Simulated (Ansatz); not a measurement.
# GeWCl3: what a guessed cell relaxes into, part 2 of 2

The task: take a trial cell of GeWCl3 to zero force and stress.

Ansatz 0.2.0; DFT PBE, scalar-relativistic, plane waves, PAW. The steps go on from the part before.

### Step 4. Full relaxation

The end of the coarse run is made exact in the group found at a tolerance of 0.06 Å and reduced to its primitive cell.

input.yaml

```yaml
crystal:
  lattice:
    - [3.1396037537, -4.0538298999, 0.0]
    - [3.1396037537, 4.0538298999, 0.0]
    - [0.0, 0.0, 5.3669066329]
  atoms:
    - { symbol: Ge, position: [0.5, 0.5, 0.0] }
    - { symbol: W, position: [0.0, 0.0, 0.5], spin: 4.12 }
    - { symbol: Cl, position: [0.5, 0.5, 0.5] }
    - { symbol: Cl, position: [0.5, 0.0, 0.0] }
    - { symbol: Cl, position: [0.0, 0.5, 0.0] }
basis:
  ecutwfc: 420
kpoints:
  mp_grid: { grid: [8, 8, 8] }
hamiltonian:
  xc: pbe
scf:
  occupations: { method: gaussian, width: 0.1 }
output:
  forces: true
  stress: true
  eigenvalues: true
  populations: true
  write_density: true
  write_potential: true
  elf: true
  volumetric_format: npy
magnetization:
  spin_polarized: true
relax:
  adjacent_minimum: "off"
  f_tol: 0.01
  max_steps: 80
  cell: { stress_tol: 0.05 }
```

The run is started by

```console
$ ansatz run input.yaml --threads 1 --pin off --max-ram 2560MiB --backend cpu --events-out ev --progress --plain --runs-dir out
```

Output, shortened:

```text
Warning: where an SCF of this run starts from atoms to list the orders of its open shells, W (site 1, from 0) starts with 4.00 μB on its 5d shell, in the place of the 4.12 μB that the deck gives it: its open shells can hold no more by Hund's first rule. To start from spheres of the given [...]
Warning: RAYON_NUM_THREADS=1 ignored (pool sized by the plan → 1); use --threads N
[...]
Pseudopotentials: kind: paw
Pseudopotential: Ge, paw, valence charge 14, recommended cutoff 420 eV (normal), Ge.paw.azcp
Pseudopotential: W, paw, valence charge 14, recommended cutoff 420 eV (normal), W.paw.azcp
Pseudopotential: Cl, paw, valence charge 7, recommended cutoff 420 eV (normal), Cl.paw.azcp
Functional definition: PBE
[...]
Crystal: 5 atoms, lattice volume = 136.614 Å³
Basis set: ecut = 420 eV, 2691 PW (Γ), exchange–correlation on 72×72×72 points (8 copies of the dense FFT grid, shifted against one another)
Bands: 32, of which v1, the nominal top of the filled ones, is band 25 counted from 1 (24 counted from 0)
Symmetry: 8 space group operations
[...]
        0.000000      -0.000000       0.002793
  P = ⅓ Tr σ = -0.0218 GPa (-0.218 kbar)
--- Band table (eV; the first three rows and the last of 210) ---
[...]
--- Relaxed structure (3 steps of the walk, 3 accepted, 1 SCFs on fresh bases) ---
  F+E_penalty+E_count = -17914.33606614 eV   max|allowed force component| = 1.104e-29 eV/Å   (the final SCF, on the basis selected at the relaxed cell)
  cell:  # Å, volume = 135.6409 Å³
    - [3.170806531009073, -4.032086902833366, 0.0]
    - [3.170806531009073, 4.032086902833366, 0.0]
    - [0.0, 0.0, 5.304703184040218]
  atoms:
    - { symbol: Ge, position: [0.49999999999999994, 0.49999999999999994, 0.0] }
    - { symbol: W, position: [-1.4846530872838492e-37, 1.4846530872838492e-37, 0.5] }
    - { symbol: Cl, position: [0.49999999999999994, 0.49999999999999994, 0.5] }
    - { symbol: Cl, position: [0.5, -2.7755575615628914e-17, 0.0] }
    - { symbol: Cl, position: [-2.7755575615628914e-17, 0.5, 0.0] }
--- Löwdin populations: 5 sites ---
  site symbol       q [e]    m [muB]
     0     Ge     13.5105     0.0098
     1      W     13.3857     4.9271
     2     Cl      7.2892    -0.0192
     3     Cl      7.3208     0.0352
     4     Cl      7.3208     0.0352
  spilling = 0.003530 (of n_electrons = 49.000000)
```

Wall time 4.2 min (1 thread of Intel Xeon Platinum 8259CL at 2.50GHz (Skylake/Cascade Lake), shared host); peak memory 0.95 GiB.

Step by step:

```
step  energy from step 1 (eV/cell)  largest force component (eV/Å)  pressure (GPa)  volume (Å³)
   1                        0.0000                          0.0000           -0.15       136.61
   2                       -0.0020                          0.0000           -0.07       136.10
   3                       -0.0034                          0.0000           -0.02       135.64
   4                       -0.0033                          0.0000           -0.02       135.64
```

Step 1 is the start. Step 4 repeats the geometry before it on a plane-wave basis chosen anew for that cell, so its energy need not be comparable with the rows above.

Lengths and angles in the start's conventional setting:

|  | before | after | change |
| --- | --- | --- | --- |
| a (Å) | 6.279 | 6.342 | +1.0 % |
| b (Å) | 8.108 | 8.064 | -0.5 % |
| c (Å) | 5.367 | 5.305 | -1.2 % |
| volume (Å³/atom) | 27.32 | 27.13 | -0.7 % |
| shortest distance (Å) | 2.564 | 2.565 | 0.0 % |
| space group (0.01 Å) | Cmmm | Cmmm | same |

Forces and stress were held to the start's 8 operations: a distortion of lower symmetry was not tested.

Site by site:

```csv
atom,moment in the atom's sphere (μB),Löwdin electrons
Ge1,0.00,13.51
W2,3.78,13.39
Cl3,0.00,7.29
Cl4,0.04,7.32
Cl5,0.04,7.32
```

The Löwdin counts miss 0.17 of the 49 electrons, which the atomic orbitals do not span, so they are no charges.

The maps below are laid out on this run's own conventional cell (a, b, c = 6.342, 8.064, 5.305 Å).

Density in a lattice plane of the grid's cell (edges 6.34 and 5.30 Å, at 0.000 of the third edge), which holds Ge and W and Cl.

Ten even steps from ' ' (-0.25 e/Å³) to '@' (56.19 e/Å³):
```
                      ..--..                    
                                                
                                                
                                                
                                                
                                                
                                                
                                                
                                                
                                                
                                                
                                                
                                                
                                                
                      ..--..                    
                      ==@@==                    
```
Columns run along the first of these edges and rows up along the second, over one cell in 24 and 16 even steps from the bottom left corner. Atoms in the plane (fractional): Ge at (0.50, 0.00), W at (0.00, 0.50), Cl at (0.50, 0.50).

ELF in the same plane.

Ten even steps from ' ' (0.01) to '@' (0.86):
```
              ::==++--..  ..--++==::            
....          ..--======--======--..          ..
------::..      ..::--======--::..      ..::----
======--::..    ..::--======--::..    ..::--====
++++++==--::....--++##%%%%%%##++--....::--==++++
%%%%##++::....--**%%@@@@@@@@@@%%**--....::++##%%
==**%%++::..::++%%@@@@%%**%%@@@@%%++::..::++%%**
  --##**::..::**@@@@@@++::++@@@@@@**::..::**##--
==**%%++::..::++%%@@@@%%**%%@@@@%%++::..::++%%**
%%%%##++::....--**%%@@@@@@@@@@%%**--....::++##%%
++++++==--::....--++##%%%%%%##++--....::--==++++
======--::..    ..::--======--::..    ..::--====
------::..      ..::--======--::..      ..::----
....          ..--======--======--..          ..
              ::==++--..  ..--++==::            
              ::==++::  ==  ::++==::            
```
Columns run along the first of these edges and rows up along the second, over one cell in 24 and 16 even steps from the bottom left corner. Atoms in the plane (fractional): Ge at (0.50, 0.00), W at (0.00, 0.50), Cl at (0.50, 0.50).

Both are smooth fields of the valence electrons: close to the nuclei they are not physical.

Spin density (up less down) in a lattice plane of the grid's cell (edges 6.34 and 5.30 Å, at 0.000 of the third edge), which holds Ge and W and Cl.

Values in e/Å³, 10 rows by 12 columns:
```
 0.01  0.01  0.01  0.00  0.00  0.00  0.00  0.00  0.00  0.00  0.01  0.01
 0.07  0.05  0.03  0.01  0.00  0.00  0.00  0.00  0.00  0.01  0.03  0.05
 0.33  0.23  0.08  0.02  0.00  0.00  0.00  0.00  0.00  0.02  0.08  0.23
 0.64  0.64  0.17  0.03  0.00 -0.01  0.02 -0.01  0.00  0.03  0.17  0.64
 0.50  0.53  0.18  0.04  0.00 -0.04  0.00 -0.04  0.00  0.04  0.18  0.53
 0.64  0.64  0.17  0.03  0.00 -0.01  0.02 -0.01  0.00  0.03  0.17  0.64
 0.33  0.23  0.08  0.02  0.00  0.00  0.00  0.00  0.00  0.02  0.08  0.23
 0.07  0.05  0.03  0.01  0.00  0.00  0.00  0.00  0.00  0.01  0.03  0.05
 0.01  0.01  0.01  0.00  0.00  0.00  0.00  0.00  0.00  0.00  0.01  0.01
 0.00  0.00  0.00  0.00  0.00  0.00  0.00  0.00  0.00  0.00  0.00  0.00
```
Columns run along the first of these edges and rows up along the second, over one cell in 12 and 10 even steps from the bottom left corner. Atoms in the plane (fractional): Ge at (0.50, 0.00), W at (0.00, 0.50), Cl at (0.50, 0.50).

Outside the cores ELF peaks at 0.90 in the shell around Cl, 0.8 Å from Cl.

### Step 5. Changing settings: occupations.method cold, occupations.width 0.001, preconditioner resta

input.yaml

```yaml
crystal:
  lattice:
    - [3.170806531, -4.0320869028, 0.0]
    - [3.170806531, 4.0320869028, 0.0]
    - [0.0, 0.0, 5.304703184]
  atoms:
    - { symbol: Ge, position: [0.5, 0.5, 0.0] }
    - { symbol: W, position: [0.0, 0.0, 0.5], spin: 4.12 }
    - { symbol: Cl, position: [0.5, 0.5, 0.5] }
    - { symbol: Cl, position: [0.5, 0.0, 0.0] }
    - { symbol: Cl, position: [0.0, 0.5, 0.0] }
basis:
  ecutwfc: 420
kpoints:
  mp_grid: { grid: [8, 8, 8] }
hamiltonian:
  xc: pbe
scf:
  occupations: { method: cold, width: 0.001 }
  mixing: { preconditioner: resta }
output:
  forces: true
  eigenvalues: true
  stress: true
magnetization:
  spin_polarized: true
```

The run is started by

```console
$ ansatz run input.yaml --threads 1 --pin off --max-ram 2560MiB --backend cpu --events-out ev --progress --plain --runs-dir out
```

Output:

```text
Warning: where an SCF of this run starts from atoms to list the orders of its open shells, W (site 1, from 0) starts with 4.00 μB on its 5d shell, in the place of the 4.12 μB that the deck gives it: its open shells can hold no more by Hund's first rule. To start from spheres of the given moment, type scf.initial_density.shell_occupations: []
Warning: RAYON_NUM_THREADS=1 ignored (pool sized by the plan → 1); use --threads N
[... 10 set-up lines as earlier in the session ...]
Crystal: 5 atoms, lattice volume = 135.641 Å³
Basis set: ecut = 420 eV, 2679 PW (Γ), exchange–correlation on 72×72×72 points (8 copies of the dense FFT grid, shifted against one another)
Bands: 32, of which v1, the nominal top of the filled ones, is band 25 counted from 1 (24 counted from 0)
[... 1 set-up line as earlier in the session ...]
Space group: Cmmm (ITA 65), of the structure as read, at distance tolerance 5.1e-5 Å
Magnetic group: BNS 65.481 (UNI 579), of the structure as read, at distance tolerance 5.1e-5 Å
k-points: 105 of 512
[... 8 set-up lines as earlier in the session ...]
Starting moments: Σ|m| = 4.12 μB on 1 of 5 sites
[... 2 set-up lines as earlier in the session ...]
SCF iter   1: F=—  HF=-17914.328116 eV  |F-HF|=—  |Δ(HF+E_count)|=         —  Δρ=2.38e-2 (↑2.38e-2 ↓1.62e-2)  dr2=1.89e0  dr2_m=1.52e-1  M=5.000 μB ∫|m|=5.049 μB  β_m=0.30  ethr=3.10e-3  ⟨swp⟩=6.5  Hψ=26373  notcnv=0
Mixer restart at iter 1: flushing history
preconditioner: resta → Resta (q_TF=auto, 2.302 Å⁻¹)  ε∞=5.7, the Penn estimate 5.671494678423043  [insulator: Δε(μ)=0.002 eV  Ē_g=8.213 eV  σ=0.001 eV  W_gap=0.57  ℏωp=17.8 eV]
spin=Collinear: Resta preconditioning applied to the charge; magnetization (m = ρ↑ − ρ↓) channel mixes plain (no charge-response kernel on spin).
SCF iter   2: F=—  HF=-17914.265285 eV  |F-HF|=—  |Δ(HF+E_count)|=   6.28e-2  Δρ=1.57e-2 (↑1.57e-2 ↓1.07e-2)  dr2=8.01e-1  dr2_m=6.92e-2  M=5.004 μB ∫|m|=5.052 μB  β_m=0.54  ethr=3.10e-3  ⟨swp⟩=2.0  Hψ=9584  notcnv=0  defer=306
SCF iter   3: F=—  HF=-17914.313653 eV  |F-HF|=—  |Δ(HF+E_count)|=   4.84e-2  Δρ=3.24e-3 (↑3.24e-3 ↓2.71e-3)  dr2=3.85e-2  dr2_m=3.68e-3  M=5.012 μB ∫|m|=5.064 μB  β_m=0.62  ethr=1.64e-3  ⟨swp⟩=3.3  Hψ=13448  notcnv=0  defer=348
SCF iter   4: F=—  HF=-17914.319851 eV  |F-HF|=—  |Δ(HF+E_count)|=   6.20e-3  Δρ=1.10e-3 (↑1.10e-3 ↓7.84e-4)  dr2=3.44e-3  dr2_m=4.45e-4  M=5.027 μB ∫|m|=5.083 μB  β_m=0.73  ethr=7.86e-5  ⟨swp⟩=3.1  Hψ=14712  notcnv=0  defer=340
SCF iter   5: F=—  HF=-17914.322248 eV  |F-HF|=—  |Δ(HF+E_count)|=   2.40e-3  Δρ=4.43e-4 (↑4.43e-4 ↓2.28e-4)  dr2=6.17e-4  dr2_m=4.61e-5  M=5.027 μB ∫|m|=5.084 μB  β_m=0.84  ethr=7.01e-6  ⟨swp⟩=2.7  Hψ=13129  notcnv=0  defer=340
SCF iter   6: F=—  HF=-17914.322783 eV  |F-HF|=—  |Δ(HF+E_count)|=   5.35e-4  Δρ=1.17e-4 (↑1.17e-4 ↓7.50e-5)  dr2=5.55e-5  dr2_m=3.42e-6  M=5.027 μB ∫|m|=5.085 μB  β_m=0.92  ethr=1.26e-6  ⟨swp⟩=3.0  Hψ=13482  notcnv=0  defer=340
SCF iter   7: F=—  HF=-17914.322866 eV  |F-HF|=—  |Δ(HF+E_count)|=         —  Δρ=8.91e-5 (↑8.91e-5 ↓2.38e-5)  dr2=1.76e-5  dr2_m=2.41e-6  M=5.027 μB ∫|m|=5.085 μB  β_m=0.92  ethr=1.13e-7  ⟨swp⟩=3.0  Hψ=13492  notcnv=0  defer=340
Mixer restart at iter 7: flushing history
iteration 7: the input's own smearing fills from here on; a Gaussian of 0.001 eV has filled iterations ahead of it
SCF iter   8: F=—  HF=-17914.322864 eV  |F-HF|=—  |Δ(HF+E_count)|=   1.12e-6  S|Δr|=    0.00e0  Δρ=3.44e-5 (↑3.44e-5 ↓1.39e-5)  dr2=2.68e-6  dr2_m=4.75e-7  M=5.027 μB ∫|m|=5.085 μB  β_m=0.82  ethr=3.60e-8  ⟨swp⟩=2.6  Hψ=13275  notcnv=0  defer=340
SCF iter   9: F=—  HF=-17914.322864 eV  |F-HF|=—  |Δ(HF+E_count)|=   1.71e-7  S|Δr|=    0.00e0  Δρ=6.84e-6 (↑6.84e-6 ↓6.23e-6)  dr2=4.69e-7  dr2_m=4.09e-9  M=5.027 μB ∫|m|=5.085 μB  β_m=0.91  ethr=5.46e-9  ⟨swp⟩=2.0  Hψ=12064  notcnv=0  defer=340
SCF iter  10: F=—  HF=-17914.322865 eV  |F-HF|=—  |Δ(HF+E_count)|=   3.07e-7  S|Δr|=    0.00e0  Δρ=4.04e-6 (↑4.04e-6 ↓3.78e-6)  dr2=1.13e-7  dr2_m=8.52e-10  M=5.027 μB ∫|m|=5.085 μB  β_m=0.80  ethr=2.04e-10  ⟨swp⟩=9.5  Hψ=28244  notcnv=0
SCF iter  11: F=-17914.322865 eV  HF=-17914.322865 eV  |F-HF|=2.64e-9  |Δ(HF+E_count)|=   4.15e-9  S|Δr|=    0.00e0  Δρ=9.91e-7 (↑9.91e-7 ↓8.77e-7)  dr2=7.62e-9  dr2_m=3.04e-10  M=5.027 μB ∫|m|=5.085 μB  ethr=2.04e-10  ⟨swp⟩=4.8  Hψ=22715  notcnv=0
SCF 1 converged in 11 iterations: F = -17914.322865 eV  dr2 = 7.62e-9
this state was not tested for a lower state beside it, because cold or Methfessel-Paxton smearing, or corrected tetrahedra, fill the levels in a way that the test cannot read (fill_not_monotonic; see scf.lower_state_search)
SCF converged after 11 iterations
Magnetization: 5.0273 μB (27.0137 up, 21.9863 down)
Absolute magnetization: 5.0844 μB (∫|ρ↑−ρ↓|, with the PAW one-centre terms)
Spin contamination: 0.0240 ħ² per cell (⟨S²⟩ above its minimum at these occupations)
Per-site moments (μB) at R_I (Å): [(0.0036824605189262082, 1.0579587436999758), (3.7843210091444495, 1.3079576940375002), (-0.0038202965324158843, 1.0940950317), (0.041689176305906135, 1.0579587436999758), (0.04168917630590588, 1.0579587436999758)]
Free energy (F): -17914.322865 eV
Harris-Foulkes:  -17914.322865 eV  (|F-HF|=2.64e-9)
Internal energy: -17914.322864 eV  (E = F + TS)
E sigma→0 (E₀):  -17914.322864 eV
Entropy (-TS):   -0.000001 eV (-0.000 meV/atom)
Fermi energy:    5.324155 eV
Step filling:    the computed levels leave a gap of 0.0005 eV = 0.5 smearing widths at the electron count; against every level under it full and every level over it empty, smearing changes F+E_penalty+E_count by +1.01e-4 meV and its σ→0 estimate by +2.98e-4 meV
--- Per-component energies (eV) ---
  E_band       = -532.624064
  E_kinetic    = 1036.556021
  E_local      = -4738.371042  (includes V_loc(G=0)·N_el)
  E_nonlocal   = 505.431631
  E_hartree    = 1870.997291
  E_xc         = -657.581425
  E_vxc        = -660.899579  (∫ρ·V_xc dr)
  E_paw        = -12554.680455  (= ΣΔE_a)
  E_vpaw       = -417.334109  (= ΣTr[D̂ρ^β])
  E_aug_tail   = 0.000504  (compensation charges beyond the density's cutoff)
  E_ewald      = -3376.675390
  E_smearing   = -0.000001  (= −TS)
  E_closure    = 0.000000  (closes the sum)
  Σ components = -17914.322865   (vs F -17914.322865, Δ=0.00e0)
--- Forces (eV/Å), atoms counted from 1 ---
  atom   1  Ge     0.00000000     0.00000000    -0.00000000
  atom   2  W      0.00000000     0.00000000     0.00000000
  atom   3  Cl     0.00000000     0.00000000    -0.00000000
  atom   4  Cl    -0.00000000     0.00000000    -0.00000000
  atom   5  Cl    -0.00000000     0.00000000    -0.00000000
  max |Σ_I F_I| component: 8.48e-29 eV/Å
--- Stress (GPa, compression-positive) ---
       -0.057180      -0.000000       0.000000
       -0.000000      -0.104335      -0.000000
        0.000000      -0.000000      -0.018407
  P = ⅓ Tr σ = -0.0600 GPa (-0.600 kbar)
--- Band table (eV; the first three rows and the last of 210) ---
  k-point 0 ↑: bands = ["-68.7766", "-33.3948", "-33.2638", "-33.2417", "-19.6865", "-19.6698", "-19.6621", "-19.6599", "-19.6450", "-10.7027", "-9.8537", "-9.3217", "-0.9924", "-0.6582", "-0.3982", "-0.0350", "1.8317", "1.8887", "2.2947", "2.4814", "2.7096", "3.6831", "3.7690", "4.5582", "4.6474", "4.6658", "4.9269", "4.9865", "10.8846", "10.9013", "11.3242", "11.4610"]
  k-point 1 ↑: bands = ["-68.7766", "-33.3948", "-33.2638", "-33.2417", "-19.6862", "-19.6698", "-19.6621", "-19.6599", "-19.6450", "-10.6726", "-9.8879", "-9.3209", "-1.4337", "-0.6414", "-0.0041", "0.1591", "1.7629", "1.8730", "2.2526", "2.3490", "2.6481", "3.7429", "3.9540", "4.6357", "4.6965", "4.7287", "4.9330", "5.0442", "10.3546", "10.6184", "10.8233", "11.0269"]
  k-point 2 ↑: bands = ["-68.7766", "-33.3948", "-33.2639", "-33.2417", "-19.6854", "-19.6698", "-19.6621", "-19.6600", "-19.6450", "-10.5860", "-9.9846", "-9.3191", "-1.9092", "-0.5995", "0.0790", "0.8330", "1.5938", "1.8382", "2.1493", "2.3212", "2.5163", "3.6932", "4.4719", "4.7744", "4.8058", "4.9077", "4.9636", "5.1871", "9.1954", "9.5255", "10.5933", "10.6945"]
  k-point 104 ↓: bands = ["-67.1563", "-31.2465", "-31.0309", "-30.9933", "-19.6816", "-19.6687", "-19.6592", "-19.6570", "-19.6441", "-10.2648", "-9.9678", "-9.4528", "-4.3836", "0.9572", "1.0255", "1.0805", "1.8637", "2.1767", "2.9679", "2.9973", "3.9906", "5.9159", "6.0776", "6.0993", "6.7949", "7.0928", "7.4959", "7.7441", "7.9585", "8.2001", "8.2901", "11.9139"]
```

It took 65 s on 1 thread of Intel Xeon Platinum 8259CL at 2.50GHz (Skylake/Cascade Lake), shared host; peak memory 0.91 GiB.

```csv
run,ending,energy change,pressure (GPa),gap (eV),abs. moment (μB),force (eV/Å),cycles,time
step 4,converged,0,0.0,0.00,5.08,0.00,-,4.2 min
variant,converged,+0.5 meV/atom (σ→0),-0.1,0.00,5.08,0.00,11,65 s
```

Changing the smearing and mixing leaves the energy as it was (+0.5 meV/atom).

### Step 6. Summary of results

The summary covers parts 1 to 2. Changes of volume or cell count from the first structure of part 1.

```
                                                              quantity                                                                      value
                                symmetry at the end (tolerance 0.05 Å)                                                  space group Cmmm (No. 65)
                                                     conventional cell  a = 6.342 Å, b = 8.064 Å, c = 5.305 Å, α = 90.00°, β = 90.00°, γ = 90.00°
                                                                volume                                                              27.13 Å³/atom
energy over the elements (uncorrected; H, N, O, F and Cl as molecules)                                                              +0.76 eV/atom
                                                       gap on the mesh                                                               none (metal)
                                                          total moment                                                               5.02 μB/cell
```

What this shows: The space group Cmmm (No. 65) is kept, and the volume per atom grows by 26.3 % from the first guess. With a positive formation energy it can't be a ground state. No finished test with a distortion of lower symmetry is shown, so the end may be a saddle point. Spin-orbit coupling is left out for W. An odd count of electrons in a cell without spin polarisation forces a partly filled band, so those cells are metals by count; spin or a larger cell could change that. Other magnetic orders were not searched.
